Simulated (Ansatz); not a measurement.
**CH₇BOSSi: up Jacob's ladder to CCSD(T)**

One table from this session's results is given with a row withheld; the runs are named, their logs left out.

Computed with Ansatz 0.2.0, Gaussian basis. Level: functionals in def2-TZVPP, the program's frozen cores in correlated methods.

Plan: PBE-D4, r2SCAN-D4, PBE0-D4, B3LYP-D4, ωB97X-V, ωB97M-V, B2PLYP; CCSD(T)/def2-TZVPP; MP2/def2-QZVPP; extrapolation to the limit.

### The geometry

The geometry comes from an earlier relaxation with PBE0-D4 in a triple-zeta def2 set; it is a stationary point, not always the lowest conformer.

SMILES `O[SiH2]CBS`, 12 atoms, charge 0, spin multiplicity 1.

Atoms are counted from 1 here; the program's logs count them from 0.

Bond lengths: O1–Si2 1.648 Å, O1–H6 0.958 Å, Si2–C3 1.882 Å, Si2–H7 1.489 Å, Si2–H8 1.482 Å, C3–B4 1.544 Å, C3–H9 1.096 Å, C3–H10 1.095 Å, B4–S5 1.787 Å, B4–H11 1.196 Å, S5–H12 1.342 Å. Angles: Si2–O1–H6 118.1°, O1–Si2–C3 112.4°, O1–Si2–H7 111.2°, O1–Si2–H8 105.1°, C3–Si2–H7 108.5°, C3–Si2–H8 109.7°, H7–Si2–H8 109.8°, Si2–C3–B4 110.6°, Si2–C3–H9 105.7°, Si2–C3–H10 105.0°, B4–C3–H9 114.2°, B4–C3–H10 111.6°, H9–C3–H10 109.2°, C3–B4–S5 119.9°, C3–B4–H11 121.9°, S5–B4–H11 118.1°, B4–S5–H12 98.5°.

Geometry (Å):

```xyz
12

O    -2.19218   -0.68639   -0.25306
Si   -0.71492   -0.92996   -0.94124
C     0.69399   -0.69795    0.28453
B     0.69493    0.74036    0.84598
S     1.79154    1.96760    0.15054
H    -2.39946    0.19061    0.07135
H    -0.49753   -0.01036   -2.09211
H    -0.73807   -2.33366   -1.41697
H     1.60658   -0.96781   -0.25907
H     0.51056   -1.43781    1.07117
H    -0.06623    1.08423    1.70232
H     1.38769    3.02605    0.87066
```

Set-up of the first run:

Input file in.yaml:

```yaml
crystal:
  periodic: [false, false, false]
  atoms:
    - {symbol: O, position_ang: [-2.192183, -0.686395, -0.253056]}
    - {symbol: Si, position_ang: [-0.714924, -0.929963, -0.941241]}
    - {symbol: C, position_ang: [0.693989, -0.697948, 0.284526]}
    - {symbol: B, position_ang: [0.694929, 0.740361, 0.845983]}
    - {symbol: S, position_ang: [1.791539, 1.967597, 0.150543]}
    - {symbol: H, position_ang: [-2.399458, 0.190610, 0.071349]}
    - {symbol: H, position_ang: [-0.497529, -0.010357, -2.092112]}
    - {symbol: H, position_ang: [-0.738070, -2.333663, -1.416966]}
    - {symbol: H, position_ang: [1.606583, -0.967808, -0.259070]}
    - {symbol: H, position_ang: [0.510558, -1.437810, 1.071169]}
    - {symbol: H, position_ang: [-0.066229, 1.084227, 1.702319]}
    - {symbol: H, position_ang: [1.387694, 3.026047, 0.870656]}
basis:
  gaussian: {orbitals: def2-TZVPP}
hamiltonian: {xc: pbe, dispersion: d4}
output: {forces: true, orbitals: {seedname: orbitals}}
```

Started as:

```bash
ansatz run in.yaml --threads 4 --pin off --events-out ev --progress --plain --max-ram 10444MiB
```

Steps of the session up to this table: PBE-D4 (GGA); r2SCAN-D4 (meta-GGA); PBE0-D4 (hybrid); B3LYP-D4 (hybrid); ωB97X-V (range-separated); ωB97M-V (range-separated); B2PLYP (double hybrid); CCSD(T) in def2-TZVPP; MP2 in def2-QZVPP.

One table of the session follows, with a row left open; its other results are not shown here.

| method | atomisation energy (kJ/mol) |
| --- | --- |
| PBE-D4 | 4373.3 |
| r2SCAN-D4 | 4351.3 |
| PBE0-D4 | 4321.7 |
| B3LYP-D4 | 4323.7 |
| ωB97X-V | ? |
| ωB97M-V | 4351.3 |
| B2PLYP | 4278.7 |
| HF/def2-TZVPP | 3240.9 |
| MP2/def2-TZVPP | 4279.0 |
| CCSD/def2-TZVPP | 4162.6 |
| CCSD(T)/def2-TZVPP | 4219.2 |
| MP2/CBS | 4388.3 |
| CCSD(T)/CBS | 4328.5 |

Q: Estimate the row for ωB97X-V from the others.

As computed: atomisation energy (kJ/mol): 4346.0. In the column «atomisation energy (kJ/mol)» it lies between CCSD(T)/CBS (4328.5) and r2SCAN-D4 (4351.3).
